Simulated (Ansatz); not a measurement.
# Ta4NiO11 (P2/m) in Ansatz: elastic constants with PBE

Aim: the elastic constants of Ta4NiO11 with PBE.

All numbers are computed with Ansatz 0.2.0; they aren't measurements. Logs are shortened: lines on timing, memory, paths and dates and some standing lists are left out, and cuts for length are marked.

**1. The crystal as given**

Symmetry: P2/m, No. 10, monoclinic system. Conventional cell: a = 4.771 Å, b = 5.825 Å, c = 7.518 Å, α = 90.00°, β = 105.26°, γ = 90.00°. Around Ta (site symmetry m) lie 4 O at 1.89 to 2.01 Å. Around Ta (site symmetry m) lie 5 O at 1.89 to 1.98 Å. Ni (site symmetry 2/m) has 4 O at 1.94 Å as nearest neighbours. O (site symmetry 1) has 1 Ta at 1.93 Å and 1 Ni at 1.94 Å as nearest neighbours. O (site symmetry 1) has 2 Ta at 1.93 to 1.98 Å as nearest neighbours. O (site symmetry 2/m) has 2 Ta at 2.01 Å as nearest neighbours. O (site symmetry 2/m) is surrounded by 2 Ta at 1.89 Å. Around O (site symmetry 2/m) lie 2 Ta at 1.89 Å.

The cell was built by a generator and needn't be a form met in nature.

**2. Elastic constants, PBE, collinear spin, ferromagnetic start**

The input, input.yaml:

```yaml
crystal:
  lattice:
    - [4.77089, 0.0, 0.00513]
    - [0.0, 5.82454, 0.0]
    - [-1.98628, 0.0, 7.25051]
  atoms:
    - { symbol: Ta, position: [0.61339, 0.5, 0.76042] }
    - { symbol: Ta, position: [0.38661, 0.5, 0.23958] }
    - { symbol: Ta, position: [0.16615, 0.0, 0.79875] }
    - { symbol: Ta, position: [0.83385, 0.0, 0.20125] }
    - { symbol: Ni, position: [0.5, 0.0, 0.5], spin: 1.0 }
    - { symbol: O, position: [0.33278, 0.79913, 0.65053] }
    - { symbol: O, position: [0.66722, 0.79913, 0.34947] }
    - { symbol: O, position: [0.90047, 0.25786, 0.80718] }
    - { symbol: O, position: [0.09953, 0.25786, 0.19282] }
    - { symbol: O, position: [0.66722, 0.20087, 0.34947] }
    - { symbol: O, position: [0.33278, 0.20087, 0.65053] }
    - { symbol: O, position: [0.09953, 0.74214, 0.19282] }
    - { symbol: O, position: [0.90047, 0.74214, 0.80718] }
    - { symbol: O, position: [0.5, 0.5, 0.0] }
    - { symbol: O, position: [0.5, 0.0, 0.0] }
    - { symbol: O, position: [0.5, 0.5, 0.5] }
hamiltonian:
  xc: pbe
  pseudopotentials: { kind: paw }
magnetization:
  spin_polarized: true
kpoints:
  mp_grid: { grid: [4, 3, 3] }
scf:
  occupations: { method: gaussian, width: 0.01 }
output:
  forces: true
  stress: true
elastic:
  mode: relaxed_ion
  stencil: two_point
```

Potentials or basis: Ansatz PAW.

On the command line:

```sh
$ ansatz run input.yaml --threads 8 --pin off --max-ram 20480MiB --backend cpu --events-out ev --progress --plain --runs-dir out
```

The program printed:

```text
Warning: RAYON_NUM_THREADS=8 ignored (pool sized by the plan → 8); use --threads N
Engine: ansatz 0.2.0, x86_64-unknown-linux-gnu
Pseudopotentials: kind: paw
Pseudopotential: Ta, paw, valence charge 13, recommended cutoff 420 eV (normal), Ta.paw.azcp
Pseudopotential: Ni, paw, valence charge 18, recommended cutoff 420 eV (normal), Ni.paw.azcp
Pseudopotential: O, paw, valence charge 6, recommended cutoff 420 eV (normal), O.paw.azcp
Functional definition: PBE
  parameter kappa = 0.804
  parameter beta = 0.06672455060314922
  exchange = pbe_x(kappa = kappa, mu = beta*pi^2/3)
  correlation = pbe_c(beta = beta)
Crystal: 16 atoms, lattice volume = 201.538 Å³
Basis set: ecut = 420 eV, 3935 PW (Γ), exchange–correlation on 64×80×108 points (8 copies of the dense FFT grid, shifted against one another)
Bands: 85, of which v1, the nominal top of the filled ones, is band 68 counted from 1 (67 counted from 0)
Symmetry: 4 space group operations
Space group: P2/m (ITA 10), of the structure as read, at distance tolerance 5.9e-5 Å
Magnetic group: BNS 10.42 (UNI 49), of the structure as read, at distance tolerance 5.9e-5 Å
k-points: 14 of 36
Non-local potential: Ta, projectors of the file, l = 0: 3, l = 1: 2, l = 2: 2, l = 3: 1
Non-local potential: Ni, projectors of the file, l = 0: 3, l = 1: 2, l = 2: 3, l = 3: 1
Non-local potential: O, projectors of the file, l = 0: 2, l = 1: 2, l = 2: 1
PAW form: soft (Blöchl's): semilocal exchange-correlation on the pseudo side does not see the compensation charge
PAW one-centre angular grid: Ta, 590 points (default); XC on 64 Gauss nodes
PAW one-centre angular grid: Ni, 590 points (default); XC on 64 Gauss nodes
PAW one-centre angular grid: O, 110 points (default); XC on 64 Gauss nodes
Initial density: superposition of atomic densities (chi_scale 0.1, normalization cell, long waves kept (reshape's long-wave potential 0.08 eV rms))
Starting moments: Σ|m| = 1 μB on 1 of 16 sites
Initial wavefunctions: pseudopotential atomic-orbital guess
Functional: x = pbe(κ = 0.804, μ = 0.2195149727645171), c = pbe(β = 0.06672455060314922)
SCF 1 converged in 20 iterations: F = -51820.345511 eV  dr2 = 3.92e-9
Starting moments: Σ|m| = 14 μB on 5 of 16 sites
SCF 2 converged in 25 iterations: F = -51820.345511 eV  dr2 = 1.08e-9
Bands: 84, of which v1, the nominal top of the filled ones, is band 68 counted from 1 (67 counted from 0)
Initial density: read from a saved state, or passed on in memory by an earlier SCF of this step, an earlier step, the calling program or the single point that the run made first
Stability of the state it starts from, as read at its close in the collinear treatment: not read negative (Ritz values of 1 − χ₀K, real part plus size of imaginary part, from 0.088 to 0.11, by its mixing steps under the symmetry group of the SCF that read it); its run was given moments
iter 1 solved again at ethr=4.13e-8 eV; its pass at ethr=3.10e-3 eV (dr2=5.61e-5 eV) is discarded
SCF iter   1: F=—  HF=-51820.345515 eV  |F-HF|=—  |Δ(HF+E_count)|=         —  Δρ=6.92e-7 (↑6.92e-7 ↓6.92e-7)  dr2=4.24e-9  dr2_m=0.00e0  M=0.000 μB ∫|m|=0.000 μB  β_m=0.30  ethr=4.13e-8  ⟨swp⟩=4.6  Hψ=8323  notcnv=0
eigensolver tolerance schedule: the retry pair's looser diagonalisation over-reported the residual by 13223.08 of it (diagonalisation noise at 0.21 of the residual, at the tolerance the schedule requests for it); recorded, not acted on — ethr = c·dr2/N_el stays at c = 1.0e-1
preconditioner: auto → Resta (q_TF=auto, 2.555 Å⁻¹)  ε∞=7.0  [insulator: Δε(μ)=0.944 eV  Ē_g=10.506 eV  σ=0.010 eV  W_gap=1.00  n_scr=50 (ndim 8)  ℏωp=25.6 eV  f_vac=0.060  D(μ)=0.00/eV (n_scr^D=0)  ε∞_Penn≈7.0]
spin=Collinear: Resta preconditioning applied to the charge; magnetization (m = ρ↑ − ρ↓) channel mixes plain (no charge-response kernel on spin).
[... 1716 lines left out ...]
  k-point 1 ↑: bands = ["-93.0212", "-59.4407", "-59.4403", "-59.3354", "-59.3345", "-53.9143", "-53.8600", "-52.4786", "-26.1250", "-26.0403", "-26.0379", "-26.0315", "-26.0105", "-26.0044", "-25.9962", "-25.9397", "-25.9191", "-25.9013", "-25.8684", "-25.8667", "-9.7270", "-9.4454", "-9.0002", "-8.6056", "-8.4694", "-8.3844", "-8.1241", "-8.0097", "-7.9408", "-7.9383", "-7.7216", "2.9190", "2.9621", "3.0090", "3.0995", "3.1899", "3.3360", "3.5548", "3.7118", "3.7311", "3.9608", "4.4073", "4.4362", "4.5775", "4.6037", "5.1475", "5.4475", "5.6587", "5.8418", "5.9374", "6.1394", "6.1897", "6.3529", "6.5444", "6.6776", "6.9026", "6.9840", "7.0684", "7.2931", "7.3146", "7.7404", "7.7482", "7.9600", "8.6160", "8.7100", "9.3040", "9.4253", "9.4855", "10.6853", "10.8838", "11.2926", "11.5390", "12.3054", "12.3790", "12.6492", "13.1674", "13.3682", "13.3692", "13.8029", "14.0401", "14.2200", "14.3421", "14.8564", "15.2368"]
  k-point 2 ↑: bands = ["-93.0212", "-59.4408", "-59.4402", "-59.3355", "-59.3345", "-53.9143", "-53.8600", "-52.4786", "-26.1269", "-26.0391", "-26.0380", "-26.0131", "-26.0108", "-25.9817", "-25.9714", "-25.9358", "-25.9168", "-25.9148", "-25.9004", "-25.8946", "-9.6061", "-9.1336", "-8.9654", "-8.7957", "-8.4813", "-8.3342", "-8.2871", "-8.2469", "-8.0838", "-8.0220", "-7.4758", "2.8200", "2.8374", "2.9386", "2.9616", "3.2983", "3.6359", "3.7034", "3.7037", "3.8940", "4.1236", "4.2456", "4.4373", "4.6686", "5.0835", "5.1649", "5.3849", "5.5443", "5.6427", "5.9103", "6.2241", "6.2403", "6.4933", "6.5950", "6.6413", "6.7150", "6.7654", "6.7862", "7.0707", "7.4574", "7.6135", "7.7693", "8.0624", "8.1501", "8.6961", "9.3345", "9.4379", "9.4939", "10.6230", "11.4626", "11.6556", "11.7193", "12.0494", "12.3240", "12.4619", "12.6739", "13.4290", "13.4491", "13.7724", "14.1777", "14.4576", "14.6129", "14.8469", "15.0849"]
  k-point 13 ↓: bands = ["-93.0212", "-59.4406", "-59.4403", "-59.3350", "-59.3350", "-53.9143", "-53.8600", "-52.4786", "-26.1258", "-26.0480", "-26.0386", "-26.0332", "-26.0036", "-25.9987", "-25.9958", "-25.9385", "-25.8953", "-25.8928", "-25.8909", "-25.8886", "-9.3147", "-9.1895", "-8.9932", "-8.8715", "-8.7478", "-8.3956", "-8.2897", "-8.1072", "-8.0480", "-7.8972", "-7.5865", "2.8700", "2.9826", "3.0354", "3.1072", "3.4602", "3.5694", "3.7519", "4.0144", "4.0939", "4.2044", "4.3241", "4.4544", "4.6614", "4.7225", "4.9643", "5.3721", "5.4724", "5.6905", "5.7516", "5.8096", "6.1288", "6.2343", "6.3865", "6.5947", "6.7613", "6.8198", "6.9286", "7.0854", "7.3779", "7.5293", "7.6492", "8.1249", "8.1720", "8.7713", "9.3550", "9.3685", "9.4884", "10.4686", "11.6217", "11.9069", "12.1272", "12.3022", "12.4998", "12.7431", "13.0088", "13.0755", "13.4244", "13.6032", "13.7426", "14.0839", "14.4491", "14.8645", "15.5575"]
--- Elastic constants: 6 strain directions × 2 members + reference (group order 4) ---
  dense FFT box of the reference and of every strained cell: 32×40×54
  strains applied: 11, 22, 33, 23, 13, 12; error gains: componentwise 1.00 (the most a stress slope's error grows in a printed constant), spectral 1.00 (1 for all six strains in a standard setting)
  reference relaxed by the batch: 9 steps; max|allowed force component| 6.73e-3 eV/Å at the deck's positions, 6.29e-6 at the last accepted step, 6.34e-6 by the solve of record
  largest displacement 4.9e-4 Å; the constants are those of the deck's cell at these positions:
  atoms:
    - { symbol: Ta, position: [0.6132932507279336, 0.49999999999999994, 0.7604071796630602] }
    - { symbol: Ta, position: [0.3867067492720663, 0.49999999999999994, 0.2395928203369397] }
    - { symbol: Ta, position: [0.16608674238947577, 5.6333511413654414e-21, 0.7987704994709228] }
    - { symbol: Ta, position: [0.8339132576105243, -5.674251884843084e-21, 0.2012295005290774] }
    - { symbol: Ni, position: [0.5, -2.0450371738821603e-23, 0.5] }
    - { symbol: O, position: [0.332862535549055, 0.7991166781134033, 0.6505832236905681] }
    - { symbol: O, position: [0.6671374644509449, 0.7991166781134033, 0.3494167763094321] }
    - { symbol: O, position: [0.9004797848825995, 0.2578499532345723, 0.8071691723741171] }
    - { symbol: O, position: [0.09952021511740039, 0.2578499532345723, 0.192830827625883] }
    - { symbol: O, position: [0.6671374644509449, 0.20088332188659672, 0.3494167763094321] }
    - { symbol: O, position: [0.332862535549055, 0.20088332188659672, 0.6505832236905681] }
    - { symbol: O, position: [0.09952021511740039, 0.7421500467654275, 0.192830827625883] }
    - { symbol: O, position: [0.9004797848825995, 0.7421500467654275, 0.8071691723741171] }
    - { symbol: O, position: [0.49999999999999994, 0.49999999999999994, 0.0] }
    - { symbol: O, position: [0.49999999999999994, -2.0450371738821603e-23, 0.0] }
    - { symbol: O, position: [0.5, 0.49999999999999994, 0.5] }
  C = ∂σ_k/∂η_j (tension-positive GPa; Voigt order 11 22 33 23 13 12):
       230.981    138.629    128.194     -0.000    -44.595      0.000
       138.515    268.492    129.224     -0.000    -30.560     -0.000
       128.142    129.153    298.006     -0.000    -42.472      0.000
         0.000      0.000      0.000     -2.842     -0.000     -2.198
       -44.528    -30.562    -42.420      0.000     55.294     -0.000
        -0.000     -0.000     -0.000     -2.143     -0.000    112.333
  reference stress σ⁰ (GPa):      0.002      0.024     -0.023     -0.000      0.011      0.000
  C* (energy form; C + prestress term) asymmetry max|C*_kj − C*_jk| = 1.177e-1 GPa — a small one proves nothing (zero by symmetry where the batch's group is 432, −43m or m−3m); a large one is finite-difference/SCF noise where every solve meets its electron count
  moduli (Voigt/Reuss/Hill, GPa): K = 176.59/145.93/161.26   G = 59.73/-17.59/21.07   E = 60.57   ν = 0.437
  mechanically stable: NO (min eigenvalue of sym C = -2.88 GPa)
  strain η (Voigt 11):  stress-route row diagonal C_11 = 230.98 GPa, energy-path curvature d²(F+E_count+ΔE)/dδ²/Ω₀ = 229.94 GPa
         δ    σ_11 (GPa)             F (eV)   n_scf  n_hpsi   n_pw
    -2.000e-3      -0.4611      -51820.3448676       2    8521   3946   relax 8 steps, max|allowed force component| 1.07e-5 eV/Å
     2.000e-3       0.4629      -51820.3449507       2    8556   3966   relax 6 steps, max|allowed force component| 1.14e-5 eV/Å
  strain η (Voigt 22):  stress-route row diagonal C_22 = 268.49 GPa, energy-path curvature d²(F+E_count+ΔE)/dδ²/Ω₀ = 266.82 GPa
         δ    σ_22 (GPa)             F (eV)   n_scf  n_hpsi   n_pw
    -2.000e-3      -0.5180      -51820.3446746       2    8524   3948   relax 5 steps, max|allowed force component| 2.42e-5 eV/Å
     2.000e-3       0.5560      -51820.3447816       2    8602   3966   relax 7 steps, max|allowed force component| 1.85e-5 eV/Å
  strain η (Voigt 33):  stress-route row diagonal C_33 = 298.01 GPa, energy-path curvature d²(F+E_count+ΔE)/dδ²/Ω₀ = 299.65 GPa
         δ    σ_33 (GPa)             F (eV)   n_scf  n_hpsi   n_pw
    -2.000e-3      -0.6212      -51820.3445797       2    8647   3946   relax 8 steps, max|allowed force component| 1.88e-5 eV/Å
     2.000e-3       0.5708      -51820.3444995       2    8549   3966   relax 7 steps, max|allowed force component| 4.38e-5 eV/Å
  strain η (Voigt 23):  stress-route row diagonal C_44 = -2.84 GPa, energy-path curvature d²(F+E_count+ΔE)/dδ²/Ω₀ = -2.40 GPa
         δ    σ_23 (GPa)             F (eV)   n_scf  n_hpsi   n_pw
    -2.000e-3       0.0057      -51820.3453886       2   11558   3953   relax 9 steps, max|allowed force component| 4.15e-5 eV/Å
     2.000e-3      -0.0057      -51820.3453886       2   11615   3953   relax 10 steps, max|allowed force component| 6.43e-6 eV/Å
  strain η (Voigt 13):  stress-route row diagonal C_55 = 55.29 GPa, energy-path curvature d²(F+E_count+ΔE)/dδ²/Ω₀ = 55.72 GPa
         δ    σ_13 (GPa)             F (eV)   n_scf  n_hpsi   n_pw
    -2.000e-3      -0.0999      -51820.3452152       2    8429   3954   relax 8 steps, max|allowed force component| 2.59e-5 eV/Å
     2.000e-3       0.1212      -51820.3453209       2    8398   3956   relax 5 steps, max|allowed force component| 2.93e-5 eV/Å
  strain η (Voigt 12):  stress-route row diagonal C_66 = 112.33 GPa, energy-path curvature d²(F+E_count+ΔE)/dδ²/Ω₀ = 112.03 GPa
         δ    σ_12 (GPa)             F (eV)   n_scf  n_hpsi   n_pw
    -2.000e-3      -0.2247      -51820.3450631       2   11665   3953   relax 9 steps, max|allowed force component| 2.96e-5 eV/Å
     2.000e-3       0.2247      -51820.3450631       2   11626   3953   relax 9 steps, max|allowed force component| 5.64e-6 eV/Å
```

It took 4.7 min on 8 threads of AMD EPYC 7B13 (Zen 3), shared host; peak memory 1.5 GiB.

Results:

```yaml
Free_energy: -51820.3455 eV
Pressure: 0.0 GPa
Band_gap_on_the_k_mesh: 0.94 eV, indirect (least direct gap 0.98 eV)
Net_moment: 0.00 μB per cell
Absolute_moment: 0.00 μB per cell
Voigt_bulk_modulus: 177 GPa
```

Levels at points of the mesh, in eV from the valence-band top:
Spin up:
```
            k point  band 65  band 66  band 67  band 68  band 69  band 70  band 71  band 72
 (0.00, 0.00, 0.00)    -0.85    -0.31    -0.11    -0.10     1.04     1.26     1.76     1.93
(-0.50, 0.00, 0.00)    -0.83    -0.26    -0.24    -0.11     1.15     1.58     1.95     2.04
```
Spin down:
```
            k point  band 64  band 65  band 66  band 67  band 68  band 69  band 70  band 71  band 72  band 73
 (0.00, 0.00, 0.00)    -0.93    -0.85    -0.31    -0.11    -0.10     1.04     1.26     1.76     1.93     2.54
(-0.50, 0.00, 0.00)    -1.12    -0.83    -0.26    -0.24    -0.11     1.15     1.58     1.95     2.04     2.22
```

Elastic tensor in Voigt notation (GPa, in the Cartesian axes of the cell as first typed):
```
231 139 128   0 -45   0
139 268 129   0 -31   0
128 129 298   0 -42   0
  0   0   0  -3   0  -2
-45 -31 -42   0  55   0
  0   0   0  -2   0 112
```

Caveat: odd divisions of the mesh miss points on the zone boundary, where band edges often lie, so the gap on the mesh can be too wide; the elastic tensor has a negative eigenvalue, so either the cell is unstable as it stands or the mesh is too thin; the pressure holds a Pulay correction of +0.7 GPa for the finite cutoff; spin-orbit coupling is left out, which moves the levels of the heavy elements. A k mesh can miss the band edges.
